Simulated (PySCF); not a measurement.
# Cl−: NMR shieldings

Aim: compute the NMR shieldings of Cl− (`[Cl-]`).

Computed with PySCF 2.14.0 and routines of our own; the level stands in each step. Atoms count from 0.

### 1 The starting structure

1 atom, charge -1, multiplicity 1; geometry from: atom.

### 2 NMR shieldings: PBE/pcSseg-1, spin–orbit

The job: settings as JSON, then the geometry in Å.

```
{"job": {"xc": "PBE", "basis": {"default": "pcSseg-1"}, "rel": "so", "kind": "hnmr"}, "charge": -1, "multiplicity": 1}
Cl     0.000000     0.000000     0.000000
```

With the program's defaults for keys left out, this is: PBE/pcSseg-1 GIAO NMR shielding, X2C with spin-orbit coupling, screened-nuclear two-electron part, Gaussian nuclei, gas phase.

On the command line:

```console
$ OMP_NUM_THREADS=1 python heavy_run.py task.json out
```

This one command runs all jobs of the session in turn.

Log:

```text
spin-free SCF
coarse grid: 1624 points
cycle   1  E = -461.2333436252  dE = -8.969e-02  |g| = 4.745e-01  |ddm| = 4.081e-01
cycle   2  E = -461.2206293281  dE =  1.271e-02  |g| = 5.970e-01  |ddm| = 1.325e+00
cycle   3  E = -461.2985575729  dE = -7.793e-02  |g| = 3.216e-02  |ddm| = 6.435e-01
cycle   4  E = -461.2988425031  dE = -2.849e-04  |g| = 1.712e-03  |ddm| = 3.991e-02
cycle   5  E = -461.2988431413  dE = -6.382e-07  |g| = 7.805e-05  |ddm| = 1.829e-03
final grid: 11752 points
cycle   6  E = -461.3045567333  dE = -7.421e-06  |g| = 2.766e-03  |ddm| = 3.675e-03
cycle   7  E = -461.3045567469  dE = -1.364e-08  |g| = 1.776e-03  |ddm| = 2.750e-03
cycle   8  E = -461.3045571262  dE = -3.793e-07  |g| = 3.765e-04  |ddm| = 1.949e-03
cycle   9  E = -461.3045571607  dE = -3.440e-08  |g| = 2.488e-06  |ddm| = 4.596e-04
cycle  10  E = -461.3045571607  dE = -1.705e-12  |g| = 6.839e-08  |ddm| = 3.290e-06
converged SCF energy = -461.3045571607
two-component SCF
cycle   1  E = -461.3040408447  dE = -4.613e+02  |FDS-SDF| = 1.551e-01
cycle   2  E = -461.3046719081  dE = -6.311e-04  |FDS-SDF| = 6.153e-05
cycle   3  E = -461.3046719082  dE = -5.969e-11  |FDS-SDF| = 2.823e-05
converged, E = -461.3046719082

Field gradients (au) and densities at the nuclei (bohr^-3)
atom        Vxx        Vyy        Vzz        centre      nuclear mean
  0 Cl    -0.0000    -0.0000     0.0000       2816.425       2816.373

Core orbital energies (eV)
atom   shell        mean    spread
  0 Cl 1s        -2738.682   0.000
  0 Cl 2s         -241.211   0.000
  0 Cl 2p1/2      -181.377   0.000
  0 Cl 2p3/2      -179.739   0.000

Shielding tensors (ppm)
atom      isotropic    diamagn.    paramagn.     s11        s22        s33       span
  0 Cl     1129.06     1125.51        3.55    1129.06    1129.06    1129.06       0.00
```

It took 0.73 s on 1 thread of Arm Neoverse V1, shared host.

Key values:

| quantity | value |
| --- | --- |
| energy from spin-orbit coupling | -0.0001 Eh |

Orbitals, density, ELF and potential are computed afterwards from the orbital file.

Frontier orbitals at PBE/pcSseg-1, with the share of their density that lies nearest to each atom:

| orbital | energy (eV) | lies on |
| --- | --- | --- |
| HOMO | 1.55 | Cl0 100 % |
| LUMO | 18.75 | Cl0 100 % |

On the surface of density 0.002 e/bohr³ the electrostatic potential runs, from the 1st to the 99th percentile, from -6.91 to -6.78 V.

### 3 NMR shieldings: PBE/pcSseg-1, spin-free

The job: settings as JSON, then the geometry in Å.

```
{"job": {"xc": "PBE", "basis": {"default": "pcSseg-1"}, "rel": "sf", "kind": "hnmr"}, "charge": -1, "multiplicity": 1}
Cl     0.000000     0.000000     0.000000
```

Level: PBE/pcSseg-1 GIAO NMR shielding, spin-free X2C, Gaussian nuclei, gas phase.

Log:

```text
spin-free SCF
coarse grid: 1624 points
cycle   1  E = -461.2333436252  dE = -8.969e-02  |g| = 4.745e-01  |ddm| = 4.081e-01
cycle   2  E = -461.2206293281  dE =  1.271e-02  |g| = 5.970e-01  |ddm| = 1.325e+00
cycle   3  E = -461.2985575729  dE = -7.793e-02  |g| = 3.216e-02  |ddm| = 6.435e-01
cycle   4  E = -461.2988425031  dE = -2.849e-04  |g| = 1.712e-03  |ddm| = 3.991e-02
cycle   5  E = -461.2988431413  dE = -6.382e-07  |g| = 7.805e-05  |ddm| = 1.829e-03
final grid: 11752 points
cycle   6  E = -461.3045567333  dE = -7.421e-06  |g| = 2.766e-03  |ddm| = 3.675e-03
cycle   7  E = -461.3045567469  dE = -1.364e-08  |g| = 1.776e-03  |ddm| = 2.750e-03
cycle   8  E = -461.3045571262  dE = -3.793e-07  |g| = 3.765e-04  |ddm| = 1.949e-03
cycle   9  E = -461.3045571607  dE = -3.440e-08  |g| = 2.488e-06  |ddm| = 4.596e-04
cycle  10  E = -461.3045571607  dE = -1.705e-12  |g| = 6.839e-08  |ddm| = 3.290e-06
converged SCF energy = -461.3045571607
check of the scalar solution
cycle   1  E = -461.3045571607  dE = -4.613e+02  |FDS-SDF| = 6.839e-08
cycle   2  E = -461.3045571607  dE =  2.274e-13  |FDS-SDF| = 8.303e-08
converged, E = -461.3045571607

Field gradients (au) and densities at the nuclei (bohr^-3)
atom        Vxx        Vyy        Vzz        centre      nuclear mean
  0 Cl    -0.0000    -0.0000     0.0000       2816.441       2816.389

Core orbital energies (eV)
atom   shell        mean    spread
  0 Cl 1s        -2738.681   0.000
  0 Cl 2s         -241.211   0.000
  0 Cl 2p         -180.284   0.000

Shielding tensors (ppm)
atom      isotropic    diamagn.    paramagn.     s11        s22        s33       span
  0 Cl     1145.46     1143.12        2.35    1145.46    1145.46    1145.46       0.00
```

Run time: 0.29 s. Hardware: 1 thread of Arm Neoverse V1, shared host.

### 4 NMR shieldings: PBE/pcSseg-1 in water, spin–orbit

The job: settings as JSON, then the geometry in Å.

```
{"job": {"xc": "PBE", "basis": {"default": "pcSseg-1"}, "rel": "so", "solvent": "water", "kind": "hnmr"}, "charge": -1, "multiplicity": 1}
Cl     0.000000     0.000000     0.000000
```

With the program's defaults for keys left out, this is: PBE/pcSseg-1 GIAO NMR shielding, X2C with spin-orbit coupling, screened-nuclear two-electron part, Gaussian nuclei, IEF-PCM water.

Log:

```text
spin-free SCF
coarse grid: 1624 points
cycle   1  E = -461.3547250833  dE = -2.110e-01  |g| = 4.710e-01  |ddm| = 4.080e-01
cycle   2  E = -461.3426150052  dE =  1.211e-02  |g| = 5.901e-01  |ddm| = 1.310e+00
cycle   3  E = -461.4184939202  dE = -7.588e-02  |g| = 3.139e-02  |ddm| = 6.350e-01
cycle   4  E = -461.4187646399  dE = -2.707e-04  |g| = 1.669e-03  |ddm| = 3.890e-02
cycle   5  E = -461.4187652486  dE = -6.087e-07  |g| = 7.938e-05  |ddm| = 1.782e-03
final grid: 11752 points
cycle   6  E = -461.4244815902  dE = -7.443e-06  |g| = 2.780e-03  |ddm| = 3.689e-03
cycle   7  E = -461.4244816049  dE = -1.463e-08  |g| = 1.789e-03  |ddm| = 2.777e-03
cycle   8  E = -461.4244819909  dE = -3.860e-07  |g| = 3.753e-04  |ddm| = 1.959e-03
cycle   9  E = -461.4244820250  dE = -3.415e-08  |g| = 2.469e-06  |ddm| = 4.579e-04
cycle  10  E = -461.4244820250  dE = -1.307e-12  |g| = 6.822e-08  |ddm| = 3.262e-06
converged SCF energy = -461.4244820250
two-component SCF
cycle   1  E = -461.4239656658  dE = -4.614e+02  |FDS-SDF| = 1.551e-01
cycle   2  E = -461.4245966633  dE = -6.310e-04  |FDS-SDF| = 6.158e-05
cycle   3  E = -461.4245966634  dE = -5.895e-11  |FDS-SDF| = 2.829e-05
converged, E = -461.4245966634

Field gradients (au) and densities at the nuclei (bohr^-3)
atom        Vxx        Vyy        Vzz        centre      nuclear mean
  0 Cl    -0.0000    -0.0000     0.0000       2816.416       2816.364

Core orbital energies (eV)
atom   shell        mean    spread
  0 Cl 1s        -2745.242   0.000
  0 Cl 2s         -247.782   0.000
  0 Cl 3s          -16.459   0.000
  0 Cl 2p1/2      -187.946   0.000
  0 Cl 2p3/2      -186.309   0.000

Shielding tensors (ppm)
atom      isotropic    diamagn.    paramagn.     s11        s22        s33       span
  0 Cl     1129.11     1125.56        3.55    1129.11    1129.11    1129.11       0.00
```

Wall time 0.5 s (1 thread of Arm Neoverse V1, shared host).

Key values:

| quantity | value |
| --- | --- |
| energy from spin-orbit coupling | -0.0001 Eh |

### 5 NMR shieldings: PBE/pcSseg-1 in water, spin-free

The job: settings as JSON, then the geometry in Å.

```
{"job": {"xc": "PBE", "basis": {"default": "pcSseg-1"}, "rel": "sf", "solvent": "water", "kind": "hnmr"}, "charge": -1, "multiplicity": 1}
Cl     0.000000     0.000000     0.000000
```

Level: PBE/pcSseg-1 GIAO NMR shielding, spin-free X2C, Gaussian nuclei, IEF-PCM water.

Log:

```text
spin-free SCF
coarse grid: 1624 points
cycle   1  E = -461.3547250833  dE = -2.110e-01  |g| = 4.710e-01  |ddm| = 4.080e-01
cycle   2  E = -461.3426150052  dE =  1.211e-02  |g| = 5.901e-01  |ddm| = 1.310e+00
cycle   3  E = -461.4184939202  dE = -7.588e-02  |g| = 3.139e-02  |ddm| = 6.350e-01
cycle   4  E = -461.4187646399  dE = -2.707e-04  |g| = 1.669e-03  |ddm| = 3.890e-02
cycle   5  E = -461.4187652486  dE = -6.087e-07  |g| = 7.938e-05  |ddm| = 1.782e-03
final grid: 11752 points
cycle   6  E = -461.4244815902  dE = -7.443e-06  |g| = 2.780e-03  |ddm| = 3.689e-03
cycle   7  E = -461.4244816049  dE = -1.463e-08  |g| = 1.789e-03  |ddm| = 2.777e-03
cycle   8  E = -461.4244819909  dE = -3.860e-07  |g| = 3.753e-04  |ddm| = 1.959e-03
cycle   9  E = -461.4244820250  dE = -3.415e-08  |g| = 2.469e-06  |ddm| = 4.579e-04
cycle  10  E = -461.4244820250  dE = -1.307e-12  |g| = 6.822e-08  |ddm| = 3.262e-06
converged SCF energy = -461.4244820250
check of the scalar solution
cycle   1  E = -461.4244820250  dE = -4.614e+02  |FDS-SDF| = 6.822e-08
cycle   2  E = -461.4244820250  dE =  0.000e+00  |FDS-SDF| = 8.260e-08
converged, E = -461.4244820250

Field gradients (au) and densities at the nuclei (bohr^-3)
atom        Vxx        Vyy        Vzz        centre      nuclear mean
  0 Cl    -0.0000    -0.0000     0.0000       2816.432       2816.381

Core orbital energies (eV)
atom   shell        mean    spread
  0 Cl 1s        -2745.242   0.000
  0 Cl 2s         -247.781   0.000
  0 Cl 3s          -16.459   0.000
  0 Cl 2p         -186.854   0.000

Shielding tensors (ppm)
atom      isotropic    diamagn.    paramagn.     s11        s22        s33       span
  0 Cl     1145.52     1143.17        2.35    1145.52    1145.52    1145.52       0.00
```

Run time: 0.29 s. Hardware: 1 thread of Arm Neoverse V1, shared host.

### 6 NMR shieldings: PBE/pcSseg-1 in dichloromethane, spin–orbit

The job: settings as JSON, then the geometry in Å.

```
{"job": {"xc": "PBE", "basis": {"default": "pcSseg-1"}, "rel": "so", "solvent": "dichloromethane", "kind": "hnmr"}, "charge": -1, "multiplicity": 1}
Cl     0.000000     0.000000     0.000000
```

With the program's defaults for keys left out, this is: PBE/pcSseg-1 GIAO NMR shielding, X2C with spin-orbit coupling, screened-nuclear two-electron part, Gaussian nuclei, IEF-PCM dichloromethane.

Log:

```text
spin-free SCF
coarse grid: 1624 points
cycle   1  E = -461.3425259979  dE = -1.988e-01  |g| = 4.713e-01  |ddm| = 4.080e-01
cycle   2  E = -461.3303559715  dE =  1.217e-02  |g| = 5.908e-01  |ddm| = 1.311e+00
cycle   3  E = -461.4064389925  dE = -7.608e-02  |g| = 3.146e-02  |ddm| = 6.359e-01
cycle   4  E = -461.4067111251  dE = -2.721e-04  |g| = 1.673e-03  |ddm| = 3.900e-02
cycle   5  E = -461.4067117370  dE = -6.119e-07  |g| = 7.925e-05  |ddm| = 1.787e-03
final grid: 11752 points
cycle   6  E = -461.4124278031  dE = -7.441e-06  |g| = 2.778e-03  |ddm| = 3.688e-03
cycle   7  E = -461.4124278177  dE = -1.453e-08  |g| = 1.788e-03  |ddm| = 2.774e-03
cycle   8  E = -461.4124282030  dE = -3.854e-07  |g| = 3.754e-04  |ddm| = 1.958e-03
cycle   9  E = -461.4124282372  dE = -3.418e-08  |g| = 2.471e-06  |ddm| = 4.581e-04
cycle  10  E = -461.4124282372  dE = -1.819e-12  |g| = 6.824e-08  |ddm| = 3.264e-06
converged SCF energy = -461.4124282372
two-component SCF
cycle   1  E = -461.4119118823  dE = -4.614e+02  |FDS-SDF| = 1.551e-01
cycle   2  E = -461.4125428865  dE = -6.310e-04  |FDS-SDF| = 6.157e-05
cycle   3  E = -461.4125428865  dE = -5.934e-11  |FDS-SDF| = 2.828e-05
converged, E = -461.4125428865

Field gradients (au) and densities at the nuclei (bohr^-3)
atom        Vxx        Vyy        Vzz        centre      nuclear mean
  0 Cl    -0.0000    -0.0000     0.0000       2816.417       2816.365

Core orbital energies (eV)
atom   shell        mean    spread
  0 Cl 1s        -2744.583   0.000
  0 Cl 2s         -247.121   0.000
  0 Cl 3s          -15.795   0.000
  0 Cl 2p1/2      -187.286   0.000
  0 Cl 2p3/2      -185.648   0.000

Shielding tensors (ppm)
atom      isotropic    diamagn.    paramagn.     s11        s22        s33       span
  0 Cl     1129.11     1125.56        3.55    1129.11    1129.11    1129.11       0.00
```

Wall time 0.51 s (1 thread of Arm Neoverse V1, shared host).

Key values:

| quantity | value |
| --- | --- |
| energy from spin-orbit coupling | -0.0001 Eh |

### 7 NMR shieldings: PBE/pcSseg-1 in dichloromethane, spin-free

The job: settings as JSON, then the geometry in Å.

```
{"job": {"xc": "PBE", "basis": {"default": "pcSseg-1"}, "rel": "sf", "solvent": "dichloromethane", "kind": "hnmr"}, "charge": -1, "multiplicity": 1}
Cl     0.000000     0.000000     0.000000
```

Method: PBE/pcSseg-1 GIAO NMR shielding, spin-free X2C, Gaussian nuclei, IEF-PCM dichloromethane.

Log:

```text
spin-free SCF
coarse grid: 1624 points
cycle   1  E = -461.3425259979  dE = -1.988e-01  |g| = 4.713e-01  |ddm| = 4.080e-01
cycle   2  E = -461.3303559715  dE =  1.217e-02  |g| = 5.908e-01  |ddm| = 1.311e+00
cycle   3  E = -461.4064389925  dE = -7.608e-02  |g| = 3.146e-02  |ddm| = 6.359e-01
cycle   4  E = -461.4067111251  dE = -2.721e-04  |g| = 1.673e-03  |ddm| = 3.900e-02
cycle   5  E = -461.4067117370  dE = -6.119e-07  |g| = 7.925e-05  |ddm| = 1.787e-03
final grid: 11752 points
cycle   6  E = -461.4124278031  dE = -7.441e-06  |g| = 2.778e-03  |ddm| = 3.688e-03
cycle   7  E = -461.4124278177  dE = -1.453e-08  |g| = 1.788e-03  |ddm| = 2.774e-03
cycle   8  E = -461.4124282030  dE = -3.854e-07  |g| = 3.754e-04  |ddm| = 1.958e-03
cycle   9  E = -461.4124282372  dE = -3.418e-08  |g| = 2.471e-06  |ddm| = 4.581e-04
cycle  10  E = -461.4124282372  dE = -1.819e-12  |g| = 6.824e-08  |ddm| = 3.264e-06
converged SCF energy = -461.4124282372
check of the scalar solution
cycle   1  E = -461.4124282372  dE = -4.614e+02  |FDS-SDF| = 6.824e-08
cycle   2  E = -461.4124282372  dE = -1.137e-13  |FDS-SDF| = 8.264e-08
converged, E = -461.4124282372

Field gradients (au) and densities at the nuclei (bohr^-3)
atom        Vxx        Vyy        Vzz        centre      nuclear mean
  0 Cl    -0.0000    -0.0000     0.0000       2816.433       2816.382

Core orbital energies (eV)
atom   shell        mean    spread
  0 Cl 1s        -2744.582   0.000
  0 Cl 2s         -247.121   0.000
  0 Cl 3s          -15.795   0.000
  0 Cl 2p         -186.193   0.000

Shielding tensors (ppm)
atom      isotropic    diamagn.    paramagn.     s11        s22        s33       span
  0 Cl     1145.51     1143.17        2.35    1145.51    1145.51    1145.51       0.00
```

Run time: 0.29 s. Hardware: 1 thread of Arm Neoverse V1, shared host.

### 8 Shieldings side by side

| run | Cl0 | time |
| --- | --- | --- |
| step 2, PBE/pcSseg-1, spin–orbit | 1129.1 | 0.73 s |
| step 3, PBE/pcSseg-1, spin-free | 1145.5 | 0.29 s |
| step 4, PBE/pcSseg-1 in water, spin–orbit | 1129.1 | 0.5 s |
| step 5, PBE/pcSseg-1 in water, spin-free | 1145.5 | 0.29 s |
| step 6, PBE/pcSseg-1 in dichloromethane, spin–orbit | 1129.1 | 0.51 s |
| step 7, PBE/pcSseg-1 in dichloromethane, spin-free | 1145.5 | 0.29 s |

### 9 Results

| quantity | value |
| --- | --- |
| energy from spin-orbit coupling (step 2, PBE/pcSseg-1, spin–orbit) | -0.0001 Eh |
| shieldings (step 2, PBE/pcSseg-1, spin–orbit) | Cl0 1129.1 ppm |
| shieldings (step 3, PBE/pcSseg-1, spin-free) | Cl0 1145.5 ppm |
| energy from spin-orbit coupling (step 4, PBE/pcSseg-1 in water, spin–orbit) | -0.0001 Eh |
| shieldings (step 4, PBE/pcSseg-1 in water, spin–orbit) | Cl0 1129.1 ppm |
| shieldings (step 5, PBE/pcSseg-1 in water, spin-free) | Cl0 1145.5 ppm |
| energy from spin-orbit coupling (step 6, PBE/pcSseg-1 in dichloromethane, spin–orbit) | -0.0001 Eh |
| shieldings (step 6, PBE/pcSseg-1 in dichloromethane, spin–orbit) | Cl0 1129.1 ppm |
| shieldings (step 7, PBE/pcSseg-1 in dichloromethane, spin-free) | Cl0 1145.5 ppm |

What this shows: In steps 2, 3 the highest level lies above zero, so the outer electrons are held by the basis. A continuum can't give the shift that close solvent molecules cause at an ion. Cl0 moves most between the runs, by 16 ppm; the labels say what changes from run to run.
